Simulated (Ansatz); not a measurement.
# BH₆NO₂Si: a ladder of functionals and wavefunction methods

Aim: compute BH₆NO₂Si with functionals from several rungs and with coupled cluster. The yardstick is the atomisation energy at the CCSD(T) limit.

Computed with Ansatz 0.2.0, Gaussian basis. Level: functionals in def2-TZVPP, the program's frozen cores in correlated methods.

Plan: LDA (SPW92), PBE-D4, revPBE-D4, BLYP-D4, r2SCAN-D4, B97M-V, PBE0-D4, B3LYP-D4, r2SCANh-D4, r2SCAN0-D4, HSE06-D4, BHLYP-D4, CAM-B3LYP-D4, LC-ωPBE, ωB97X-V, ωB97M-V, B2PLYP, PBE-QIDH; CCSD(T)/def2-SVP; CCSD(T)/def2-TZVPP; MP2/def2-QZVPP; extrapolation to the limit; RPA on PBE.

## (1) The relaxed structure

All runs share one geometry, relaxed beforehand with PBE0-D4 in a triple-zeta def2 set.

SMILES `N[SiH2]B(O)O`, 11 atoms, charge 0, spin multiplicity 1.

Atoms are counted from 1 here; the program's logs count them from 0.

Bond lengths: N1–Si2 1.744 Å, N1–H6 1.010 Å, N1–H7 1.009 Å, Si2–B3 2.037 Å, Si2–H8 1.491 Å, Si2–H9 1.498 Å, B3–O4 1.359 Å, B3–O5 1.360 Å, O4–H10 0.965 Å, O5–H11 0.958 Å. Angles: Si2–N1–H6 117.7°, Si2–N1–H7 118.0°, H6–N1–H7 109.2°, N1–Si2–B3 103.3°, N1–Si2–H8 105.7°, N1–Si2–H9 115.0°, B3–Si2–H8 112.4°, B3–Si2–H9 114.0°, H8–Si2–H9 106.3°, Si2–B3–O4 115.1°, Si2–B3–O5 128.4°, O4–B3–O5 116.5°, B3–O4–H10 110.5°, B3–O5–H11 113.5°.

## (2) LDA

This LDA is Slater exchange with PW92 correlation.

The input, in.yaml:

```yaml
crystal:
  periodic: [false, false, false]
  atoms:
    - {symbol: N, position_ang: [0.845560, 0.225939, 1.516523]}
    - {symbol: Si, position_ang: [-0.639332, -0.033725, 0.639000]}
    - {symbol: B, position_ang: [-0.035305, -0.064635, -1.306505]}
    - {symbol: O, position_ang: [1.196743, 0.460639, -1.536134]}
    - {symbol: O, position_ang: [-0.704181, -0.539022, -2.391811]}
    - {symbol: H, position_ang: [1.497898, -0.543054, 1.573924]}
    - {symbol: H, position_ang: [0.791287, 0.682399, 2.414746]}
    - {symbol: H, position_ang: [-1.501061, 1.142935, 0.946495]}
    - {symbol: H, position_ang: [-1.417920, -1.244059, 1.054973]}
    - {symbol: H, position_ang: [1.588989, 0.773828, -0.712004]}
    - {symbol: H, position_ang: [-1.557376, -0.918243, -2.178607]}
basis:
  gaussian: {orbitals: def2-TZVPP}
hamiltonian: {xc: lda}
output: {orbitals: {seedname: orbitals}}
```

Command:

```console
> ansatz run in.yaml --threads 4 --pin off --events-out ev --progress --plain --max-ram 10444MiB
```

After this run come: PBE-D4 (GGA); revPBE-D4 (GGA); BLYP-D4 (GGA); r2SCAN-D4 (meta-GGA); B97M-V (meta-GGA); B3LYP-D4 (hybrid); r2SCANh-D4 (hybrid); r2SCAN0-D4 (hybrid); HSE06-D4 (hybrid); BHLYP-D4 (hybrid); CAM-B3LYP-D4 (range-separated); LC-ωPBE (range-separated); ωB97X-V (range-separated); ωB97M-V (range-separated); B2PLYP (double hybrid); PBE-QIDH (double hybrid); CCSD(T) in def2-SVP; CCSD(T) in def2-TZVPP; MP2 in def2-QZVPP; RPA on PBE orbitals.

**Question.** What will the summary of the whole plan be? Wanted: atomisation energy, CCSD(T)/CBS; farthest beyond LDA; mean size of error, GGA; mean size of error, meta-GGA; mean size of error, hybrid; mean size of error, range-separated; mean size of error, double hybrid; gap, smallest and largest; T1 diagnostic.

As calculated:

| quantity | value |
| --- | --- |
| atomisation energy, CCSD(T)/CBS | 4121.2 kJ/mol |
| functionals within 20.6 kJ/mol (0.5 %) | BLYP-D4, r2SCAN-D4, B97M-V, B3LYP-D4, LC-ωPBE, ωB97X-V, ωB97M-V |
| farthest beyond LDA | BHLYP-D4 (-138.5 kJ/mol) |
| mean size of error, GGA | 39.9 kJ/mol |
| mean size of error, meta-GGA | 1.0 kJ/mol |
| mean size of error, hybrid | 49.7 kJ/mol |
| mean size of error, range-separated | 18.4 kJ/mol |
| mean size of error, double hybrid | 50.4 kJ/mol |
| gap, smallest and largest | 4.77 eV (LDA (SPW92)), 11.97 eV (LC-ωPBE) |
| T1 diagnostic | 0.0130 |
| triples share of the correlation energy | 3.6 % |

In words: The LDA atomisation energy is off by 609.5 kJ/mol (15 %): it overbinds. PBE-D4 is off by +67.0 kJ/mol. Double hybrids carry the basis error of their MP2 part in triple zeta, and no dispersion term here, so their miss is partly the set-up's. The rungs meta-GGA, range-separated miss on average by less than the doubt on the reference (20.6 kJ/mol), so they tie. Misses under about 20.6 kJ/mol are within the doubt on the reference itself, which lacks core-valence correlation, relativity and higher excitations. Hartree-Fock recovers 71 % of the binding; the rest is correlation. CCSD(T) in def2-SVP is off by -282.0 kJ/mol, worse than the median functional, from the basis alone. The gap grows from 4.8 to 12.0 eV across the functionals, mostly with the share of exact exchange.
